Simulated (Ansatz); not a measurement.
# Mo5B2P (I4/mcm): from the first guess to the electronic structure, part 2 of 2

Aim: bring Mo5B2P (I4/mcm) to zero pressure, then compute its bands, density of states and charges.

Ansatz 0.2.0; DFT PBE, scalar-relativistic, plane waves, PAW. Earlier steps stand in the parts before.

### 4 Bands and density of states at the final cell

input.yaml reads:

```yaml
crystal:
  lattice:
    - [-2.993211145, 2.993211145, 5.5755928618]
    - [2.993211145, -2.993211145, 5.5755928618]
    - [2.993211145, 2.993211145, -5.5755928618]
  atoms:
    - { symbol: P, position: [0.25, 0.25, 0.0] }
    - { symbol: P, position: [0.75, 0.75, 0.0] }
    - { symbol: B, position: [0.8815928444, 0.3815928444, 0.2631856888] }
    - { symbol: B, position: [0.3815928444, 0.1184071556, 0.5] }
    - { symbol: B, position: [0.1184071556, 0.6184071556, 0.7368143112] }
    - { symbol: B, position: [0.6184071556, 0.8815928444, 0.5] }
    - { symbol: Mo, position: [0.8064863885, 0.3064863885, 0.8329212619] }
    - { symbol: Mo, position: [0.3064863885, 0.4735651266, 0.5] }
    - { symbol: Mo, position: [0.4735651266, 0.9735651266, 0.1670787381] }
    - { symbol: Mo, position: [0.9735651266, 0.8064863885, 0.5] }
    - { symbol: Mo, position: [0.6935136115, 0.5264348734, 0.5] }
    - { symbol: Mo, position: [0.1935136115, 0.6935136115, 0.1670787381] }
    - { symbol: Mo, position: [0.0264348734, 0.1935136115, 0.5] }
    - { symbol: Mo, position: [0.5264348734, 0.0264348734, 0.8329212619] }
    - { symbol: Mo, position: [0.0, 0.0, 0.0] }
    - { symbol: Mo, position: [0.5, 0.5, 0.0] }
basis:
  ecutwfc: 420
  ecutrho_ratio: 4
kpoints:
  mp_grid: { grid: [8, 8, 8] }
  band_path:
    path:
      - [[0.0, 0.0, 0.0], [0.0, 0.0, 0.5], [0.25, 0.25, 0.25], [0.0, 0.5, 0.0], [0.0, 0.0, 0.0], [0.5, 0.5, -0.5], [0.32204977, 0.67795023, -0.32204977]]
      - [[-0.32204977, 0.32204977, 0.32204977], [0.0, 0.0, 0.0]]
      - [[0.0, 0.0, 0.5], [-0.14409954, 0.14409954, 0.5]]
      - [[0.5, 0.5, -0.14409954], [0.5, 0.5, -0.5]]
    npoints: 10
hamiltonian:
  xc: pbe
scf:
  occupations: { method: gaussian, width: 0.05 }
  n_extra_bands: 56
output:
  forces: true
  stress: true
  eigenvalues: true
  populations: true
  dos: { projected: true, de: 0.02, nscf_kmesh: { grid: [12, 12, 12] } }
  bader: false
```

Started as:

```bash
$ ansatz run input.yaml --threads 2 --pin off --max-ram 5120MiB --backend cpu --events-out ev --progress --plain --runs-dir out
```

The log of the run:

```text
Warning: RAYON_NUM_THREADS=2 ignored (pool sized by the plan → 2); use --threads N
scf.n_extra_bands = 56 over 81 filled bands (N_el = 162.0): the run solves 137 bands
Engine: ansatz 0.2.0, x86_64-unknown-linux-gnu
Pseudopotentials: kind: paw
Pseudopotential: P, paw, valence charge 5, recommended cutoff 420 eV (normal), P.paw.azcp
Pseudopotential: B, paw, valence charge 3, recommended cutoff 420 eV (normal), B.paw.azcp
Pseudopotential: Mo, paw, valence charge 14, recommended cutoff 420 eV (normal), Mo.paw.azcp
Functional definition: PBE
  parameter kappa = 0.804
  parameter beta = 0.06672455060314922
  exchange = pbe_x(kappa = kappa, mu = beta*pi^2/3)
  correlation = pbe_c(beta = beta)
Crystal: 16 atoms, lattice volume = 199.814 Å³
Basis set: ecut = 420 eV, 3915 PW (Γ), exchange–correlation on 96×96×96 points (8 copies of the dense FFT grid, shifted against one another)
Bands: 137, of which v1, the nominal top of the filled ones, is band 81 counted from 1 (80 counted from 0)
Symmetry: 16 space group operations
Space group: I4/mcm (ITA 140), of the structure as read, at distance tolerance 5.8e-5 Å
k-points: 59 of 512
Non-local potential: P, projectors of the file, l = 0: 2, l = 1: 2, l = 2: 2
Non-local potential: B, projectors of the file, l = 0: 2, l = 1: 2, l = 2: 1
Non-local potential: Mo, projectors of the file, l = 0: 3, l = 1: 2, l = 2: 2, l = 3: 1
PAW form: soft (Blöchl's): semilocal exchange-correlation on the pseudo side does not see the compensation charge
PAW one-centre angular grid: P, 110 points (default); XC on 64 Gauss nodes
PAW one-centre angular grid: B, 110 points (default); XC on 64 Gauss nodes
PAW one-centre angular grid: Mo, 590 points (default); XC on 64 Gauss nodes
Initial density: superposition of atomic densities (neutral atoms: chi_scale 0, normalization atom), corrected by the library's trained network
Initial wavefunctions: pseudopotential atomic-orbital guess
Functional: x = pbe(κ = 0.804, μ = 0.2195149727645171), c = pbe(β = 0.06672455060314922)
SCF iter   1: F=—  HF=-51702.187682 eV  |F-HF|=—  |Δ(HF+E_count)|=         —  Δρ=4.16e-3  dr2=2.10e-2  ethr=1.77e-3  ⟨swp⟩=5.3  Hψ=33725  notcnv=0  defer=1033
preconditioner: auto → Kerker (q_TF=auto, 2.635 Å⁻¹)  [metal: Δε(μ)=0.004 eV  Ē_g=10.406 eV  σ=0.050 eV  W_gap=0.05  n_scr=60 (ndim 8)  ℏωp=23.8 eV  f_vac=0.000  D(μ)=10.02/eV (n_scr^D=96)]
SCF iter   2: F=—  HF=-51702.185131 eV  |F-HF|=—  |Δ(HF+E_count)|=   2.55e-3  Δρ=2.42e-3  dr2=7.37e-3  ethr=1.30e-5  ⟨swp⟩=1.5  Hψ=9483  notcnv=0  defer=1749
SCF iter   3: F=—  HF=-51702.184675 eV  |F-HF|=—  |Δ(HF+E_count)|=   4.56e-4  Δρ=2.95e-4  dr2=2.35e-4  ethr=4.55e-6  ⟨swp⟩=2.0  Hψ=7688  notcnv=0  defer=1749
SCF iter   4: F=—  HF=-51702.184626 eV  |F-HF|=—  |Δ(HF+E_count)|=   4.82e-5  Δρ=1.11e-4  dr2=5.08e-5  ethr=1.45e-7  ⟨swp⟩=2.3  Hψ=7816  notcnv=0  defer=1749
SCF iter   5: F=—  HF=-51702.184694 eV  |F-HF|=—  |Δ(HF+E_count)|=   6.78e-5  Δρ=2.56e-5  dr2=2.41e-6  ethr=3.14e-8  ⟨swp⟩=2.0  Hψ=7718  notcnv=0  defer=1749
SCF iter   6: F=-51702.184694 eV  HF=-51702.184694 eV  |F-HF|=7.12e-8  |Δ(HF+E_count)|=   5.17e-7  Δρ=4.93e-6  dr2=9.41e-8  ethr=6.17e-11  ⟨swp⟩=9.7  Hψ=44490  notcnv=0
SCF 1 converged in 6 iterations: F = -51702.184694 eV  dr2 = 9.41e-8
NSCF: frozen V_eff on 94 k-points
NSCF: frozen V_eff on 163 k-points
SCF converged after 6 iterations
Free energy (F): -51702.184694 eV
Harris-Foulkes:  -51702.184694 eV  (|F-HF|=7.12e-8)
Internal energy: -51702.172225 eV  (E = F + TS)
E sigma→0 (E₀):  -51702.178459 eV
Entropy (-TS):   -0.012469 eV (-0.779 meV/atom)
Fermi energy:    20.056034 eV
--- Per-component energies (eV) ---
  E_band       = -465.555017
  E_kinetic    = 4767.576799
  E_local      = -8603.257885  (includes V_loc(G=0)·N_el)
  E_nonlocal   = 1535.676505
  E_hartree    = 2939.864749
  E_xc         = -2098.406052
  E_vxc        = -2580.748732  (∫ρ·V_xc dr)
  E_paw        = -33465.497843  (= ΣΔE_a)
  E_vpaw       = -1464.532407  (= ΣTr[D̂ρ^β])
  E_aug_tail   = 0.000446  (compensation charges beyond the density's cutoff)
  E_ewald      = -16778.128944
  E_smearing   = -0.012469  (= −TS)
  E_closure    = 0.000000  (closes the sum)
  Σ components = -51702.184694   (vs F -51702.184694, Δ=0.00e0)
--- Forces (eV/Å), atoms counted from 1 ---
  atom   1  P     -0.00000000     0.00000000     0.00000000
  atom   2  P      0.00000000     0.00000000     0.00000000
  atom   3  B      0.00032168     0.00032168     0.00000000
  atom   4  B     -0.00032168     0.00032168    -0.00000000
  atom   5  B     -0.00032168    -0.00032168     0.00000000
  atom   6  B      0.00032168    -0.00032168     0.00000000
  atom   7  Mo     0.00062315     0.00062315     0.00057728
  atom   8  Mo    -0.00062315     0.00062315     0.00057728
  atom   9  Mo    -0.00062315    -0.00062315     0.00057728
  atom  10  Mo     0.00062315    -0.00062315     0.00057728
  atom  11  Mo     0.00062315    -0.00062315    -0.00057728
  atom  12  Mo    -0.00062315    -0.00062315    -0.00057728
  atom  13  Mo    -0.00062315     0.00062315    -0.00057728
  atom  14  Mo     0.00062315     0.00062315    -0.00057728
  atom  15  Mo     0.00000000    -0.00000000     0.00000000
  atom  16  Mo     0.00000000     0.00000000     0.00000000
  max |Σ_I F_I| component: 5.20e-18 eV/Å
--- Stress (GPa, compression-positive) ---
       -0.002901       0.000000       0.000000
        0.000000      -0.002901       0.000000
       -0.000000      -0.000000       0.011669
  P = ⅓ Tr σ = 0.0020 GPa (0.020 kbar)
--- Band table (eV; the first three rows and the last of 59) ---
  k-point 0: bands = ["-41.3831", "-41.2321", "-41.2303", "-41.2216", "-41.2091", "-41.2091", "-41.1993", "-41.1836", "-41.1836", "-41.1393", "-15.9682", "-15.8920", "-15.8920", "-15.7447", "-15.7245", "-15.7211", "-15.7211", "-15.6348", "-15.6269", "-15.5003", "-15.5003", "-15.4357", "-15.4346", "-15.3918", "-15.3361", "-15.3361", "-15.2724", "-15.2523", "-15.2207", "-15.2016", "-15.0957", "-15.0957", "-15.0814", "-15.0814", "-14.9932", "-14.9932", "-14.9783", "-14.9708", "-14.9341", "-14.9341", "7.1368", "8.1997", "9.9659", "10.1761", "12.7805", "12.7805", "13.1429", "13.6055", "13.6055", "14.1168", "14.2648", "14.6128", "14.9197", "14.9197", "15.0013", "15.4676", "15.7531", "15.8748", "15.9670", "15.9670", "16.1632", "16.1632", "16.5910", "16.5910", "16.6678", "16.6955", "17.0152", "17.0389", "17.0433", "17.0433", "17.1104", "18.0868", "18.0868", "18.1312", "18.1734", "18.2648", "18.4011", "19.6851", "19.6851", "20.3525", "20.3525", "20.4834", "20.5160", "20.6445", "20.7410", "20.7767", "20.7767", "20.8220", "20.8220", "21.0465", "21.2680", "21.4040", "21.8053", "21.8233", "21.9359", "22.0408", "22.0408", "22.2892", "22.5999", "22.8683", "23.1910", "23.1910", "23.5626", "23.7572", "23.7572", "24.0369", "25.1222", "25.1222", "25.3420", "26.4861", "26.4861", "26.5044", "26.5044", "27.2736", "27.4024", "28.2288", "28.2570", "28.4738", "28.5311", "28.7768", "29.3088", "29.3088", "30.0258", "30.0258", "30.4154", "30.5557", "30.8209", "30.9142", "30.9142", "31.2376", "31.7824", "31.7824", "32.1848", "32.6019", "33.1586", "33.4773", "33.9955"]
  k-point 1: bands = ["-41.3761", "-41.2481", "-41.2311", "-41.2253", "-41.2152", "-41.2091", "-41.1896", "-41.1891", "-41.1675", "-41.1400", "-15.9495", "-15.8975", "-15.8796", "-15.7644", "-15.7353", "-15.7349", "-15.6950", "-15.6660", "-15.6141", "-15.4973", "-15.4734", "-15.4410", "-15.4311", "-15.3865", "-15.3390", "-15.3127", "-15.2881", "-15.2581", "-15.2332", "-15.1910", "-15.1047", "-15.0939", "-15.0888", "-15.0792", "-14.9949", "-14.9863", "-14.9771", "-14.9687", "-14.9469", "-14.9385", "7.2198", "8.1587", "9.9769", "10.2117", "12.6071", "12.6529", "13.2714", "13.5118", "13.7764", "14.0533", "14.0626", "14.6416", "14.6834", "15.0076", "15.0246", "15.8210", "15.8330", "15.8665", "15.9676", "16.0116", "16.0208", "16.3819", "16.4678", "16.6272", "16.6793", "16.7779", "16.8604", "16.8955", "16.9828", "17.0842", "17.2600", "17.4016", "17.8592", "18.1625", "18.2249", "18.9029", "18.9282", "19.3921", "19.7883", "19.8617", "20.1647", "20.2064", "20.5087", "20.5570", "20.5922", "20.7701", "20.8099", "21.1887", "21.3199", "21.3410", "21.3738", "21.4022", "21.9590", "21.9826", "22.0099", "22.1628", "22.2524", "22.2594", "22.5237", "22.7678", "22.9891", "23.1813", "23.6140", "23.7204", "23.7968", "24.2143", "25.0108", "25.2122", "25.2726", "26.1407", "26.2861", "26.3845", "26.6180", "27.1414", "27.7127", "27.7945", "28.0318", "28.0763", "28.5872", "29.1128", "29.2283", "29.2731", "29.6137", "29.9439", "30.3535", "30.3923", "30.4922", "31.3320", "31.3743", "31.4691", "31.8959", "31.8980", "32.5424", "32.5841", "33.3304", "33.4653", "33.5979"]
  k-point 2: bands = ["-41.3565", "-41.2719", "-41.2374", "-41.2350", "-41.2132", "-41.2092", "-41.2039", "-41.1793", "-41.1434", "-41.1412", "-15.8997", "-15.8958", "-15.8483", "-15.8050", "-15.7694", "-15.7628", "-15.7118", "-15.6027", "-15.5811", "-15.5020", "-15.4911", "-15.4522", "-15.4319", "-15.3703", "-15.3473", "-15.3219", "-15.2693", "-15.2685", "-15.2361", "-15.1702", "-15.1270", "-15.1217", "-15.0820", "-15.0763", "-15.0036", "-14.9805", "-14.9722", "-14.9651", "-14.9604", "-14.9454", "7.4240", "8.0663", "10.0261", "10.3064", "12.2717", "12.3531", "13.3212", "13.6243", "13.6261", "13.9386", "14.1896", "14.6041", "14.6370", "14.8203", "15.1938", "15.5729", "15.8870", "15.9175", "15.9279", "16.0983", "16.2683", "16.3338", "16.5658", "16.6326", "16.7652", "16.8209", "16.8300", "16.9107", "17.0417", "17.1017", "17.1411", "17.5220", "17.8263", "17.8846", "18.0876", "19.0230", "19.2010", "19.2761", "19.4651", "19.8291", "20.3160", "20.3575", "20.5341", "20.6361", "20.6456", "20.9067", "20.9292", "21.0157", "21.2235", "21.3111", "21.4050", "21.5456", "22.0682", "22.2221", "22.2268", "22.2806", "22.5654", "22.6385", "22.7575", "22.7596", "22.9269", "23.0416", "23.3640", "23.9990", "24.1227", "24.6106", "24.6255", "25.0678", "25.5645", "25.5708", "25.9966", "26.3656", "26.5034", "26.8145", "27.2111", "27.6227", "27.7906", "27.9483", "28.7407", "28.7569", "28.7962", "29.5456", "29.5997", "29.8612", "29.9521", "30.1124", "30.6092", "31.0872", "31.1474", "31.6645", "32.0606", "32.2045", "32.4659", "32.4986", "33.0055", "33.2473", "33.8057"]
  k-point 58: bands = ["-41.3513", "-41.2789", "-41.2321", "-41.2216", "-41.2216", "-41.2179", "-41.2118", "-41.1710", "-41.1710", "-41.1139", "-15.9052", "-15.8544", "-15.8544", "-15.8360", "-15.8360", "-15.7330", "-15.6821", "-15.6582", "-15.5513", "-15.5312", "-15.4801", "-15.4801", "-15.3585", "-15.3489", "-15.3121", "-15.2920", "-15.2920", "-15.2691", "-15.2385", "-15.2345", "-15.1476", "-15.1476", "-15.1312", "-15.0339", "-15.0339", "-14.9713", "-14.9713", "-14.9339", "-14.9339", "-14.9164", "7.5912", "8.0262", "9.6618", "10.3268", "12.7663", "12.7871", "12.7871", "13.9157", "13.9157", "13.9787", "13.9787", "13.9787", "14.5999", "14.6885", "15.0123", "15.2088", "15.7187", "15.8149", "15.9101", "15.9101", "16.0326", "16.4128", "16.4128", "16.6257", "16.6257", "16.9807", "17.2528", "17.7917", "17.9111", "18.1563", "18.1984", "18.2237", "18.2237", "18.3450", "18.4021", "18.4021", "18.4756", "18.9423", "18.9423", "18.9864", "19.3479", "19.3479", "19.9093", "19.9636", "20.0312", "20.0589", "20.0589", "20.5277", "20.9703", "21.5089", "21.5430", "21.9160", "21.9160", "22.0065", "22.4299", "22.4299", "23.0164", "23.0649", "23.0925", "23.0925", "23.4376", "24.3267", "24.5453", "24.5453", "24.7028", "24.9025", "24.9348", "24.9821", "24.9821", "25.3307", "26.0285", "26.5845", "26.5845", "27.0202", "27.0202", "27.3399", "27.5904", "28.8319", "28.9205", "28.9205", "29.1496", "29.1496", "29.6184", "29.7126", "30.3826", "30.3826", "30.6505", "30.7288", "31.3059", "31.6944", "31.6944", "31.9724", "32.3225", "32.3225", "32.3436", "32.4186", "32.5562"]
--- Löwdin populations: 16 sites ---
  site symbol       q [e]
     0      P      4.8274
     1      P      4.8274
     2      B      3.5964
     3      B      3.5964
     4      B      3.5964
     5      B      3.5964
     6     Mo     13.7343
     7     Mo     13.7343
     8     Mo     13.7343
     9     Mo     13.7343
    10     Mo     13.7343
    11     Mo     13.7343
    12     Mo     13.7343
    13     Mo     13.7343
    14     Mo     13.5973
    15     Mo     13.5973
  spilling = 0.005496 (of n_electrons = 162.000000)
```

It took 6.7 min on 2 threads of Intel Xeon at 2.50GHz (Skylake/Cascade Lake), shared host; peak memory 2.5 GiB.

In short: volume 12.488 Å³/atom, pressure 0.00 GPa, a metal on this mesh.

Band energies at the corners of the path (eV from the Fermi level), the three nearest on each side:

```tsv
point	filled	empty
Γ	-1.66 -0.37 -0.37	0.30 0.30 0.43
X	-1.08 -0.91 -0.42	0.12 0.12 0.30
P	-0.18 -0.07 -0.07	0.28 0.28 1.08
N	-0.75 -0.21 -0.21	0.10 0.10 0.53
M	-0.15 -0.09 -0.03	0.00 0.00 0.47
S	-0.34 -0.32 -0.06	0.21 0.24 0.37
S0	-0.34 -0.32 -0.06	0.21 0.24 0.37
R	-0.44 -0.34 -0.16	0.22 0.41 0.74
G	-0.44 -0.34 -0.16	0.22 0.41 0.74
```

Bands that cross the Fermi level on the path (counted from 0), with the number of crossings: 79: 7, 80: 11, 81: 5, 82: 3, 83: 3, 84: 3.

Counts of states by energy window, in eV from the Fermi level:

```tsv
from	to	total	Mo 4d	B 2p	P 3p
-7	-6	6.75	2.73	0.79	2.11
-6	-5	8.43	4.06	1.52	2.06
-5	-4	10.44	6.22	2.39	1.14
-4	-3	14.92	11.48	2.16	0.50
-3	-2	13.70	10.99	1.25	0.36
-2	-1	6.49	5.30	0.50	0.10
-1	0	8.11	7.27	0.36	0.14
0	1	12.43	11.27	0.43	0.23
1	2	12.22	10.90	0.48	0.28
2	3	12.67	10.00	1.00	0.77
3	4	7.71	4.91	1.16	0.53
4	5	7.00	3.19	1.15	0.89
5	6	6.77	2.31	1.60	0.66
```

Below -7 eV the file holds 8.0 more states, down to its end at -10 eV.

### 5 Outcome

The summary covers parts 1 to 2. Changes of volume or cell count from the first structure of part 1.

```
                 quantity                                                                       value
              space group                                                            I4/mcm (No. 140)
        conventional cell  a = 5.986 Å, b = 5.986 Å, c = 11.151 Å, α = 90.00°, β = 90.00°, γ = 90.00°
                   volume                                                              12.488 Å³/atom
                 pressure                                                                    0.00 GPa
                      gap                                                                none (metal)
states at the Fermi level                                                          10 per eV per cell
```

**Reading.** From the first run shown, the volume went from 12.33 to 12.49 Å³/atom (+1.3 %) in one relaxation, where the pressure is zero within 0.01 GPa. There is no gap at this level of theory; the largest share of the states at the Fermi level is Mo 4d (92 % of the projected weight). A measured lattice constant a of Mo5B2P is 5.97303 Å (300 K; powder; “Superconductivity at 9K in Mo5PB2 with evidence for multiple gaps”, 2016, arxiv:1603.02892); the calculated 5.986 Å misses it by +0.2 %. The calculation is for 0 K without zero-point motion. A measured lattice constant c of Mo5B2P is 11.076 Å (300 K; powder; “Superconductivity at 9K in Mo5PB2 with evidence for multiple gaps”, 2016, arxiv:1603.02892); the calculated 11.151 Å misses it by +0.7 %.
